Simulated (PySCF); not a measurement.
**SmSF: other functionals and bases at one geometry**

An exercise on one series of results from a longer session: the logs are not shown, and one member is left open.

Method: several levels, as the steps say, no spin–orbit coupling; program: PySCF 2.14.0.

1 further run of the same task is left out (for a known fault of the program).

## The system as given

3 atoms, charge 0, spin multiplicity 1.

Bond lengths: Sm1–S2 2.363 Å, Sm1–F3 2.045 Å. Angles: S2–Sm1–F3 111.4°.

Geometry (Å):

```xyz
3
FSSm
Sm   -0.1870    0.0000   -0.4445
S     1.7952    0.0000    0.8417
F    -1.8493    0.0000    0.7466
```

Formal oxidation states: Sm +3. Each metal's 5 4f electrons lie in its core potential, so multiplicities, spins and levels count the valence alone. An earlier session relaxed this geometry at PBE0, Sm lcecp-1-SVP with ECP51, S def2-SVP, F def2-SVP (singlet, point group Cs).

At PBE0 on the finer grid: E = -532.416524 Eh, HOMO -5.86 eV, LUMO -2.53 eV, Mulliken charge on Sm1 +0.82 e, largest force component 0.005 eV/Å. 

Levels to run: wB97X; CAM-B3LYP; PBE0, TZVP. Hardware: 2 threads of Intel Xeon Platinum 8488C (Sapphire Rapids), shared host.

Set-up of the first run:

The input, run.py (the lines that set the calculation):

```python
mol = gto.M(atom='''
Sm    -0.18705     0.00000    -0.44449
S      1.79521     0.00000     0.84169
F     -1.84927     0.00000     0.74660''',
    basis={'Sm': 'lcecp-1-SVP', 'S': 'def2-SVP', 'F': 'def2-SVP'},
    ecp={'Sm': 'lcecp-1-SVP'},
    charge=0, spin=0)
mf = dft.RKS(mol, xc='WB97X')
mf.grids.atom_grid = (75, 302)  # f atoms: unpruned, at least (60, 302)
mf = mf.density_fit()  # fitting sets: Sm AutoAux, S def2-universal-JKFIT, F def2-universal-JKFIT
mf.conv_tol = 1e-08; mf.max_cycle = 55
mf.kernel(dm0)  # dm0: the density of the relaxed state
```

Started as:

```sh
$ OMP_NUM_THREADS=2 python run.py
```

Among the steps run: wB97X; CAM-B3LYP; PBE0, TZVP.

One of the session's tables, all rows but one given; the rest of the session is left out.

```
              level  HOMO (eV)  gap (eV)  charge on Sm1 (e)  dipole (D)  largest force component (eV/Å)
PBE0 (relaxed here)      -5.86      3.33               0.82        8.35                            0.01
              wB97X      -7.92      7.10               0.83        9.07                            0.26
          CAM-B3LYP          ?         ?                  ?           ?                               ?
         PBE0, TZVP      -5.91      3.37               1.18        8.62                            0.07
```

**Question.** Estimate the row for CAM-B3LYP.

**Answer.** HOMO (eV): -6.98; gap (eV): 5.05; charge on Sm1 (e): 0.78; dipole (D): 8.60; largest force component (eV/Å): 0.06. In the column «HOMO (eV)» it lies between wB97X (-7.92) and PBE0, TZVP (-5.91).

In one basis the HOMO–LUMO gap runs from 3.33 eV (PBE0) to 7.10 eV (wB97X). The largest leftover force, 0.26 eV/Å with wB97X, stands at a geometry relaxed at another level. With 4f in the core, its levels are missing from HOMO and gap, and its count is fixed, so no charge can pass from the ligands into it. Total energies of different levels can't be compared.
